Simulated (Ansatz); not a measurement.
**Cl₂H₃NSn: small, medium and large basis sets**

One table from this session's results is given with a row withheld; the runs are named, their logs left out.

Program: Ansatz 0.2.0, Gaussian basis. Level of theory: one geometry, several basis sets. These are calculated values, not measurements.

Levels to be run: PBE0-D4/def2-SVP; ωB97M-V/def2-SVP; PBE0-D4/def2-QZVPP; ωB97M-V/def2-QZVPP; the functionals' def2-TZVPP values are taken from earlier runs.

### The geometry

All runs share one geometry, relaxed beforehand with PBE0-D4 in a triple-zeta def2 set. Sn takes the def2 core potential; no spin-orbit term is included.

SMILES `[NH2][SnH]([Cl])[Cl]`, 7 atoms, charge 0, spin multiplicity 1.

Atoms are counted from 1 here; the program's logs count them from 0.

Bond lengths: N1–Sn2 2.000 Å, N1–H5 1.012 Å, N1–H6 1.012 Å, Sn2–Cl3 2.312 Å, Sn2–Cl4 2.312 Å, Sn2–H7 1.701 Å. Angles: Sn2–N1–H5 114.2°, Sn2–N1–H6 114.1°, H5–N1–H6 109.1°, N1–Sn2–Cl3 104.8°, N1–Sn2–Cl4 104.7°, N1–Sn2–H7 121.9°, Cl3–Sn2–Cl4 109.6°, Cl3–Sn2–H7 107.7°, Cl4–Sn2–H7 107.8°.

The first run:

Contents of in.yaml:

```yaml
crystal:
  periodic: [false, false, false]
  atoms:
    - {symbol: N, position_ang: [-0.710587, 1.087626, 0.147927]}
    - {symbol: Sn, position_ang: [0.396999, -0.559454, -0.094331]}
    - {symbol: Cl, position_ang: [0.725155, -1.370441, 2.045555]}
    - {symbol: Cl, position_ang: [-0.960976, -2.010480, -1.275399]}
    - {symbol: H, position_ang: [-0.273610, 1.800360, 0.717764]}
    - {symbol: H, position_ang: [-1.026881, 1.503464, -0.718562]}
    - {symbol: H, position_ang: [1.911000, -0.518975, -0.868754]}
basis:
  gaussian: {orbitals: def2-SVP}
hamiltonian: {xc: pbe0, dispersion: d4}
output: {orbitals: {seedname: orbitals}}
```

Command:

```
> ansatz run in.yaml --threads 4 --pin off --events-out ev --progress --plain --max-ram 10444MiB
```

Steps of the session up to this table: PBE0-D4 in def2-SVP; ωB97M-V in def2-SVP; PBE0-D4 in def2-QZVPP; ωB97M-V in def2-QZVPP.

One of the session's tables, all rows but one given; the rest of the session is left out.

It belongs to the step «Functionals by basis». 

```
functional       basis  HOMO (eV)
   PBE0-D4    def2-SVP      -7.88
   PBE0-D4  def2-TZVPP          ?
   PBE0-D4  def2-QZVPP      -8.15
   ωB97M-V    def2-SVP     -10.19
   ωB97M-V  def2-TZVPP     -10.45
   ωB97M-V  def2-QZVPP     -10.50
```

Estimate the missing values for PBE0-D4, def2-TZVPP.

**Answer.** HOMO (eV): -8.11. In the column «HOMO (eV)» it lies between PBE0-D4, def2-QZVPP (-8.15) and PBE0-D4, def2-SVP (-7.88).
